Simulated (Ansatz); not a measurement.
# CH4AsB: up Jacob's ladder to CCSD(T)

An exercise on one series of results from a longer session: the logs are not shown, and one member is left open.

The runs use Ansatz 0.2.0, Gaussian basis; functionals in def2-TZVPP, the program's frozen cores in correlated methods.

Levels to be run: LDA (SPW92), PBE-D4, revPBE-D4, BLYP-D4, r2SCAN-D4, B97M-V, PBE0-D4, B3LYP-D4, r2SCANh-D4, r2SCAN0-D4, HSE06-D4, BHLYP-D4, CAM-B3LYP-D4, LC-ωPBE, ωB97X-V, ωB97M-V, B2PLYP, PBE-QIDH; CCSD(T)/def2-SVP; CCSD(T)/def2-TZVPP; MP2/def2-QZVPP; extrapolation to the limit; RPA on PBE.

### The geometry

An earlier PBE0-D4 in a triple-zeta def2 set relaxation fixed the geometry.

SMILES `B1C[AsH]1`, 7 atoms, charge 0, spin multiplicity 1.

Atoms are counted from 1 here; the program's logs count them from 0.

Bond lengths: B1–C2 1.503 Å, B1–As3 1.997 Å, B1–H4 1.185 Å, C2–As3 2.054 Å, C2–H5 1.087 Å, C2–H6 1.088 Å, As3–H7 1.532 Å. Angles: C2–B1–As3 70.3°, C2–B1–H4 143.2°, As3–B1–H4 142.8°, B1–C2–As3 66.2°, B1–C2–H5 122.8°, B1–C2–H6 119.5°, As3–C2–H5 124.4°, As3–C2–H6 102.1°, H5–C2–H6 112.4°, B1–As3–C2 43.5°, B1–As3–H7 84.2°, C2–As3–H7 97.1°.

Set-up of the first run:

Input file in.yaml:

```yaml
crystal:
  periodic: [false, false, false]
  atoms:
    - {symbol: B, position_ang: [-0.702424, -0.014547, -0.576446]}
    - {symbol: C, position_ang: [0.010841, 0.533951, 0.627475]}
    - {symbol: As, position_ang: [1.271581, -0.163491, -0.837018]}
    - {symbol: H, position_ang: [-1.739007, -0.452883, -0.947098]}
    - {symbol: H, position_ang: [-0.082096, 0.096021, 1.618138]}
    - {symbol: H, position_ang: [0.267229, 1.590466, 0.663902]}
    - {symbol: H, position_ang: [1.035077, -1.657516, -0.594652]}
basis:
  gaussian: {orbitals: def2-TZVPP}
hamiltonian: {xc: lda}
output: {orbitals: {seedname: orbitals}}
```

Started as:

```sh
$ ansatz run in.yaml --threads 2 --pin off --events-out ev --progress --plain --max-ram 4352MiB
```

Among the steps run: LDA; PBE-D4 (GGA); revPBE-D4 (GGA); BLYP-D4 (GGA); r2SCAN-D4 (meta-GGA); B97M-V (meta-GGA); B3LYP-D4 (hybrid); r2SCANh-D4 (hybrid); r2SCAN0-D4 (hybrid); HSE06-D4 (hybrid); BHLYP-D4 (hybrid); CAM-B3LYP-D4 (range-separated); LC-ωPBE (range-separated); ωB97X-V (range-separated); ωB97M-V (range-separated); B2PLYP (double hybrid); PBE-QIDH (double hybrid).

One table of the session follows, with a row left open; its other results are not shown here.

It belongs to the step «Frontier levels by functional». 

| functional | HOMO (eV) | LUMO (eV) | gap (eV) |
| --- | --- | --- | --- |
| LDA (SPW92) | -6.05 | -2.82 | 3.22 |
| PBE-D4 | -5.91 | -2.58 | 3.32 |
| revPBE-D4 | -5.85 | -2.49 | 3.37 |
| BLYP-D4 | -5.74 | -2.40 | 3.34 |
| r2SCAN-D4 | -6.14 | -2.26 | 3.87 |
| B97M-V | -6.15 | -2.24 | 3.91 |
| PBE0-D4 | -6.96 | -1.63 | 5.33 |
| B3LYP-D4 | -6.75 | -1.81 | 4.93 |
| r2SCANh-D4 | -6.53 | -1.94 | 4.59 |
| r2SCAN0-D4 | -7.11 | -1.45 | 5.66 |
| HSE06-D4 | ? | ? | ? |
| BHLYP-D4 | -7.86 | -0.57 | 7.29 |
| CAM-B3LYP-D4 | -8.20 | -0.50 | 7.71 |
| LC-ωPBE | -9.53 | 0.63 | 10.16 |
| ωB97X-V | -9.18 | 0.55 | 9.74 |
| ωB97M-V | -9.03 | 0.34 | 9.37 |

**Question.** Estimate the row for HSE06-D4.

**Answer.** HOMO (eV): -6.57; LUMO (eV): -2.02; gap (eV): 4.55. In the column «HOMO (eV)» it lies between B3LYP-D4 (-6.75) and r2SCANh-D4 (-6.53).
